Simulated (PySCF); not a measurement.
# BCNClOF (SMILES O=C=NB(F)Cl) at CAM-B3LYP/aug-cc-pVDZ (density fitting with cc-pvdz-jkfit)

What is the vertical ionisation energy of BCNClOF at CAM-B3LYP/aug-cc-pVDZ (density fitting with cc-pvdz-jkfit)? 

Program for the calculation: PySCF 2.14.0.

2 further runs of the same task are left out: 2 set aside as unsound or not needed.

## 1. Starting point

BCNClOF: 6 atoms, total charge 0, spin state singlet. As SMILES, `O=C=NB(F)Cl`. The shape is that of a PBE0-D4/def2-TZVP optimisation. This is one conformer, not always the lowest.

Bond lengths: O1–C2 1.156 Å, C2–N3 1.204 Å, N3–B4 1.411 Å, B4–F5 1.314 Å, B4–Cl6 1.751 Å. Angles: O1–C2–N3 175.5°, C2–N3–B4 144.0°, N3–B4–F5 119.1°, N3–B4–Cl6 122.4°, F5–B4–Cl6 118.5°.

## 2. The energy at CAM-B3LYP/aug-cc-pVDZ (density fitting with cc-pvdz-jkfit)

input.xyz

```xyz
6
CBClFNO
O     -1.302300    -2.201900     0.522300
C     -0.638500    -1.256000     0.487600
N      0.081500    -0.292400     0.538600
B      0.530100     0.836400    -0.179100
F      1.398800     1.646900     0.382500
Cl    -0.027600     1.203000    -1.798000
```

calc.py

```python
# O=C=NB(F)Cl
from pyscf import gto, dft

system = gto.M(
    atom='input.xyz',
    verbose=3,
    max_memory=1860,
    spin=0,
    basis='aug-cc-pvdz',
)

ks = dft.RKS(system)
ks.xc = 'cam-b3lyp'
ks = ks.density_fit(auxbasis='cc-pvdz-jkfit')
ks.grids.level = 4
ks.conv_tol = 1e-10
ks.kernel()
if not ks.converged:
    ks = ks.newton().run(ks.mo_coeff, ks.mo_occ)

energy = ks.e_tot
print('E = %.10f Eh' % energy)
```

Launch:

```
$ OMP_NUM_THREADS=1 python calc.py
```

Output:

```text
converged SCF energy = -753.074399879463
E = -753.0743998795 Eh
```

It took 29 s on 1 thread of Arm Neoverse V1, shared host; peak memory 0.57 GiB.

## 3. The doublet cation, same level

run.py

```python
from pyscf import gto, dft

system = gto.M(
    atom='''
O     -2.460990    -4.160988     0.987004
C     -1.206590    -2.373496     0.921430
N      0.154013    -0.552556     1.017806
B      1.001744     1.580567    -0.338450
F      2.643349     3.112190     0.722820
Cl    -0.052156     2.273341    -3.397728
''',
    charge=1,
    verbose=4,
    unit='bohr',
    spin=1,
    basis='aug-cc-pvdz',
    max_memory=1860,
)

mf = dft.UKS(system)
mf.xc = 'cam-b3lyp'
mf = mf.density_fit(auxbasis='cc-pvdz-jkfit')
mf.grids.level = 4
mf.conv_tol = 1e-10
mf.kernel()
if not mf.converged:
    mf = mf.newton().run(mf.mo_coeff, mf.mo_occ)

etot = mf.e_tot
print('Final energy', etot)
```

Launch:

```
$ OMP_NUM_THREADS=1 python run.py
```

Output:

```text
PySCF version 2.14.0

[INPUT] num. atoms = 6
[INPUT] num. electrons = 51
[INPUT] charge = 1
[INPUT] spin (= nelec alpha-beta = 2S) = 1
[INPUT] symmetry False subgroup None
[INPUT] Mole.unit = bohr
[INPUT] Symbol           X                Y                Z      unit          X                Y                Z       unit  Magmom
[INPUT]  1 O     -1.302299824302  -2.201900024512   0.522300023887 AA   -2.460990000000  -4.160988000000   0.987004000000 Bohr   0.0
[INPUT]  2 C     -0.638499930924  -1.255999993410   0.487599757458 AA   -1.206590000000  -2.373496000000   0.921430000000 Bohr   0.0
[INPUT]  3 N      0.081500169785  -0.292400042957   0.538599740338 AA    0.154013000000  -0.552556000000   1.017806000000 Bohr   0.0
[INPUT]  4 B      0.530100095976   0.836400036732  -0.179100027036 AA    1.001744000000   1.580567000000  -0.338450000000 Bohr   0.0
[INPUT]  5 F      1.398800051308   1.646900024053   0.382499871597 AA    2.643349000000   3.112190000000   0.722820000000 Bohr   0.0
[INPUT]  6 Cl    -0.027599766613   1.203000249850  -1.798000226505 AA   -0.052156000000   2.273341000000  -3.397728000000 Bohr   0.0

nuclear repulsion = 238.327276796906
number of shells = 48
number of NR pGTOs = 225
number of NR cGTOs = 142
basis = aug-cc-pvdz
ecp = {}

[... 38 lines left out ...]
WARN: HOMO -0.362071241569951 >= LUMO -0.36207124156995
[... 82 lines left out ...]
converged SCF energy = -752.639244854998  <S^2> = 0.76502218  2S+1 = 2.0149662
Final energy -752.639244854998
```

Run time: 82 s. Hardware: 1 thread of Arm Neoverse V1, shared host; peak memory 0.59 GiB.

## 4. What came out

At CAM-B3LYP/aug-cc-pVDZ (density fitting with cc-pvdz-jkfit):

```
                                          quantity          value
                     singlet BCNClOF: total energy  -753.07440 Eh
                    singlet BCNClOF: dipole moment         0.08 D
                      singlet BCNClOF: HOMO energy      -10.76 eV
                      singlet BCNClOF: LUMO energy       -0.27 eV
                    singlet BCNClOF: HOMO–LUMO gap       10.49 eV
                      doublet cation: total energy  -752.63924 Eh
doublet cation: HOMO energy (highest over α and β)      -17.09 eV
 doublet cation: LUMO energy (lowest over α and β)      -12.93 eV
                              doublet cation: ⟨S²⟩          0.765
vertical ionisation energy (to the doublet cation)      11.841 eV
```

Removing an electron at fixed nuclei costs 11.84 eV (273 kcal/mol). The negative HOMO energy of the first species, 10.76 eV, lies 1.08 eV below that difference.
